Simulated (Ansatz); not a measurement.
**ScZn: a trigonal deformation path**

This session takes ScZn and sets out to look for other minima along a trigonal path.

Program: Ansatz 0.2.0. Level of theory: DFT r2SCAN, scalar-relativistic, plane waves, PAW. These are calculated values, not measurements.

**1. The starting structure**

It takes space group Pm-3m (No. 221, cubic). The conventional cell has a = 3.350 Å, b = 3.350 Å, c = 3.350 Å, α = 90.00°, β = 90.00°, γ = 90.00°. Around Sc (site symmetry m-3m) lie 8 Zn at 2.90 Å. Zn (site symmetry m-3m) is surrounded by 8 Sc at 2.90 Å.

Structure file:

```cif
data_structure
_symmetry_space_group_name_H-M 'P 1'
_symmetry_Int_Tables_number 1
_cell_length_a 3.3500
_cell_length_b 3.3500
_cell_length_c 3.3500
_cell_angle_alpha 90.000
_cell_angle_beta 90.000
_cell_angle_gamma 90.000
_cell_volume 37.60
loop_
_atom_site_label
_atom_site_type_symbol
_atom_site_fract_x
_atom_site_fract_y
_atom_site_fract_z
_atom_site_occupancy
Sc1 Sc 0.00000 0.00000 0.00000 1
Zn1 Zn 0.50000 0.50000 0.50000 1
```

The cell is taken as given, not relaxed at this level.

**2. Zero of the scan**

input.yaml reads:

```yaml
crystal:
  lattice:
    - [3.35, 0.0, 0.0]
    - [0.0, 3.35, 0.0]
    - [0.0, 0.0, 3.35]
  atoms:
    - { symbol: Sc, position: [0.0, 0.0, 0.0] }
    - { symbol: Zn, position: [0.5, 0.5, 0.5] }
basis:
  ecutwfc: 500
kpoints:
  mp_grid: { grid: [16, 16, 16] }
hamiltonian:
  xc: r2scan
scf:
  occupations: { method: gaussian, width: 0.15 }
output:
  forces: true
  stress: true
  eigenvalues: true
  write_density: true
  write_potential: true
  elf: true
  volumetric_format: npy
```

Command:

```
$ ansatz run input.yaml --threads 1 --pin off --max-ram 2560MiB --backend cpu --events-out ev --progress --plain --runs-dir out
```

The session goes on with these runs: ρ = 0.500; At ρ = 2.000; point ρ = 0.710; ρ = 1.410; ρ = 0.600; ρ = 0.850; point ρ = 1.200; point ρ = 1.700; ρ = 0.930; At ρ = 1.080.

Before running it: what results should come out? Wanted: highest point.

**Answer**, as computed:

```
     quantity                         value
highest point  4291.7 meV/atom at ρ = 0.500
```

**Reading.** No sampled point lies below the undisturbed cell. No further minimum shows among the sampled points. At ρ = 2.000 the cell takes another symmetry, Fm-3m, 459.0 meV/atom from the start at this fixed volume.
